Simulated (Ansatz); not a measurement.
# CH₇BFGeN: up Jacob's ladder to CCSD(T)

The task here is to estimate one member of a computed series from the others.

Method: functionals in def2-TZVPP, the program's frozen cores in correlated methods; program: Ansatz 0.2.0, Gaussian basis.

Levels to be run: PBE-D4, r2SCAN-D4, PBE0-D4, B3LYP-D4, ωB97X-V, ωB97M-V, B2PLYP; CCSD(T)/def2-TZVPP; MP2/def2-QZVPP; extrapolation to the limit.

## The relaxed structure

The geometry comes from an earlier relaxation with PBE0-D4 in a triple-zeta def2 set; it is a stationary point, not always the lowest conformer.

SMILES `B[N]([GeH3])CF`, 12 atoms, charge 0, spin multiplicity 1.

Atoms are counted from 1 here; the program's logs count them from 0.

Bond lengths: B1–N2 1.396 Å, B1–H6 1.197 Å, B1–H7 1.199 Å, N2–Ge3 1.875 Å, N2–C4 1.424 Å, Ge3–H8 1.533 Å, Ge3–H9 1.530 Å, Ge3–H10 1.537 Å, C4–F5 1.386 Å, C4–H11 1.092 Å, C4–H12 1.095 Å. Angles: N2–B1–H6 119.3°, N2–B1–H7 119.1°, H6–B1–H7 121.6°, B1–N2–Ge3 121.9°, B1–N2–C4 121.6°, Ge3–N2–C4 116.4°, N2–Ge3–H8 109.9°, N2–Ge3–H9 106.8°, N2–Ge3–H10 106.2°, H8–Ge3–H9 111.3°, H8–Ge3–H10 110.5°, H9–Ge3–H10 112.0°, N2–C4–F5 110.3°, N2–C4–H11 109.9°, N2–C4–H12 111.8°, F5–C4–H11 108.0°, F5–C4–H12 106.1°, H11–C4–H12 110.6°.

Coordinates:

```xyz
12
CH7BFGeN
B    -0.2350    1.6383   -0.0863
N    -0.0207    0.2597   -0.1377
Ge    0.5172   -0.7152    1.3709
C    -0.2676   -0.4909   -1.3229
F    -1.3218   -1.3690   -1.1247
H    -0.0145    2.2287    0.9318
H    -0.6241    2.2050   -1.0684
H    -0.7103   -1.3024    2.0768
H     1.2695    0.2573    2.2817
H     1.4277   -1.8397    0.8523
H    -0.5373    0.1814   -2.1399
H     0.5938   -1.1084   -1.5996
```

The first run:

Contents of in.yaml:

```yaml
crystal:
  periodic: [false, false, false]
  atoms:
    - {symbol: B, position_ang: [-0.234956, 1.638318, -0.086253]}
    - {symbol: N, position_ang: [-0.020656, 0.259730, -0.137680]}
    - {symbol: Ge, position_ang: [0.517234, -0.715236, 1.370856]}
    - {symbol: C, position_ang: [-0.267551, -0.490914, -1.322871]}
    - {symbol: F, position_ang: [-1.321847, -1.368989, -1.124726]}
    - {symbol: H, position_ang: [-0.014539, 2.228703, 0.931767]}
    - {symbol: H, position_ang: [-0.624074, 2.204991, -1.068359]}
    - {symbol: H, position_ang: [-0.710341, -1.302371, 2.076773]}
    - {symbol: H, position_ang: [1.269520, 0.257255, 2.281671]}
    - {symbol: H, position_ang: [1.427699, -1.839748, 0.852251]}
    - {symbol: H, position_ang: [-0.537305, 0.181440, -2.139899]}
    - {symbol: H, position_ang: [0.593815, -1.108381, -1.599630]}
basis:
  gaussian: {orbitals: def2-TZVPP}
hamiltonian: {xc: pbe, dispersion: d4}
output: {forces: true, orbitals: {seedname: orbitals}}
```

Started as:

```sh
$ ansatz run in.yaml --threads 4 --pin off --events-out ev --progress --plain --max-ram 10444MiB
```

Steps of the session up to this table: PBE-D4 (GGA); r2SCAN-D4 (meta-GGA); PBE0-D4 (hybrid); B3LYP-D4 (hybrid); ωB97X-V (range-separated); ωB97M-V (range-separated); B2PLYP (double hybrid); CCSD(T) in def2-TZVPP; MP2 in def2-QZVPP.

One table of the session follows, with a row left open; its other results are not shown here.

It belongs to the step «Atomisation energies». 

| method | atomisation energy (kJ/mol) |
| --- | --- |
| PBE-D4 | 4182.5 |
| r2SCAN-D4 | 4125.0 |
| PBE0-D4 | ? |
| B3LYP-D4 | 4127.7 |
| ωB97X-V | 4145.4 |
| ωB97M-V | 4127.9 |
| B2PLYP | 4082.8 |
| HF/def2-TZVPP | 2995.5 |
| MP2/def2-TZVPP | 4072.9 |
| CCSD/def2-TZVPP | 3970.6 |
| CCSD(T)/def2-TZVPP | 4028.0 |
| MP2/CBS | 4163.7 |
| CCSD(T)/CBS | 4118.8 |

Estimate the missing values for PBE0-D4.

As computed: atomisation energy (kJ/mol): 4113.6. In the column «atomisation energy (kJ/mol)» it lies between B2PLYP (4082.8) and CCSD(T)/CBS (4118.8).

To keep in mind: Free atoms (1 B, 1 N, 1 Ge, 1 C, 1 F, 7 H) were run apart at each level; the atomisation energy is their sum less the molecule, without zero-point or spin-orbit terms.
